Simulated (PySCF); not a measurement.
# The bond of MgBe+, level by level

The task here is to estimate one member of a computed series from the others.

Computed with PySCF 2.14.0. Level: Mg cc-pVDZ, Be cc-pVDZ, no relativity.

The first run:

Settings of the job:

```yaml
atoms: Mg, Be
charge: 1
basis: Mg cc-pVDZ, Be cc-pVDZ
Hamiltonian: no relativity
basis_functions: 32
electrons_treated: 15
masses_in_u: 23.9850, 9.0122
levels: PBE0, PBE, r²SCAN, B2PLYP, B3LYP, B97-3, LC-ωPBE, HF, MP2, SCS-MP2, CCSD, CCSD(T)
grid: 80 radial by 434 angular points
occupations: held fixed by the projection of orbital angular momentum
dissociation_limit: Mg+ + Be, each in its ground configuration
starting_distance_in_angstrom: 2.415
values_of_2S_to_try: 1, 3
```

Started as:

```sh
$ OMP_NUM_THREADS=1 python dia.py task.json out
```

Among the steps run: The job; First curve: PBE0; Other states along the same grid; PBE (GGA); r²SCAN (meta-GGA); B2PLYP (double hybrid); B3LYP (global hybrid GGA); B97-3; LC-ωPBE (range-separated hybrid); ROHF (mean field); Correlated methods on the Hartree–Fock reference.

One table of the session follows, with a row left open; its other results are not shown here.

```
       level  Re (Å)  ωe (cm⁻¹)  De (eV)
        ROHF   2.803      266.0     0.62
    ROHF-MP2   2.702      296.9     0.78
ROHF-SCS-MP2   2.709      293.6     0.76
   ROHF-CCSD   2.684        322     0.80
ROHF-CCSD(T)   2.678        326     0.83
         PBE       ?          ?        ?
      r²SCAN   2.635        345     1.27
       B3LYP   2.631        330     1.17
        PBE0   2.630        342     1.24
       B97-3   2.637        334     1.27
     LC-ωPBE   2.647        338     1.12
      B2PLYP   2.647        329     1.04
```

**Question.** Estimate the row for PBE.

**Answer.** Re (Å): 2.622; ωe (cm⁻¹): 342; De (eV): 1.32. In the column «Re (Å)» it is the lowest.

De is counted to Mg+ + Be in their ground configurations.
